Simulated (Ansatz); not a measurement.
# Hf2C3: the cost of one run

Method: DFT PBE, scalar-relativistic, plane waves, PAW, in Ansatz 0.2.0.

### Step 1. The system as given

The structure is trigonal, space group R-3m (No. 166). Conventional cell: a = 3.150 Å, b = 3.150 Å, c = 21.900 Å, α = 90.00°, β = 90.00°, γ = 120.00°. Hf (site symmetry 3m) is surrounded by 6 C at 2.21 to 2.33 Å. Around C (site symmetry -3m) lie 6 Hf at 2.33 Å. Around C (site symmetry 3m) lie 3 Hf at 2.21 Å.

As a file:

```xyz
5
Lattice="1.5748 0.9092 7.3001 -1.5748 0.9092 7.3001 0.0000 -1.8185 7.3001" Properties=species:S:1:pos:R:3 pbc="T T T"
Hf    0.0000    0.0000    8.7601
Hf    0.0000    0.0000   13.1402
C     0.0000    0.0000    0.0000
C     0.0000    0.0000    4.5881
C     0.0000    0.0000   17.3122
```

(A quick probe on a coarse mesh, which set the mesh and smearing, is not shown.)

### Step 3. Rough relaxation on the coarse mesh

Input file input.yaml:

```yaml
crystal:
  lattice:
    - [1.5748262181, 0.9092263409, 7.3001183602]
    - [-1.5748262181, 0.9092263409, 7.3001183602]
    - [0.0, -1.8184526818, 7.3001183602]
  atoms:
    - { symbol: Hf, position: [0.4, 0.4, 0.4] }
    - { symbol: Hf, position: [0.6, 0.6, 0.6] }
    - { symbol: C, position: [0.0, 0.0, 0.0] }
    - { symbol: C, position: [0.2095, 0.2095, 0.2095] }
    - { symbol: C, position: [0.7905, 0.7905, 0.7905] }
basis:
  ecutwfc: 420
kpoints:
  mp_grid: { grid: [6, 6, 6] }
hamiltonian:
  xc: pbe
scf:
  occupations: { method: gaussian, width: 0.1 }
  lower_state_search: "off"
output:
  forces: true
  stress: true
  eigenvalues: true
relax:
  adjacent_minimum: "off"
  f_tol: 0.04
  max_steps: 70
  cell: { stress_tol: 0.4 }
```

Started as:

```bash
$ ansatz run input.yaml --threads 1 --pin off --max-ram 2560MiB --backend cpu --events-out ev --progress --plain --runs-dir out
```

What time and memory should one allow on 1 thread of Arm Neoverse V2, shared host?

About 54 s, with a peak of 0.38 GiB.
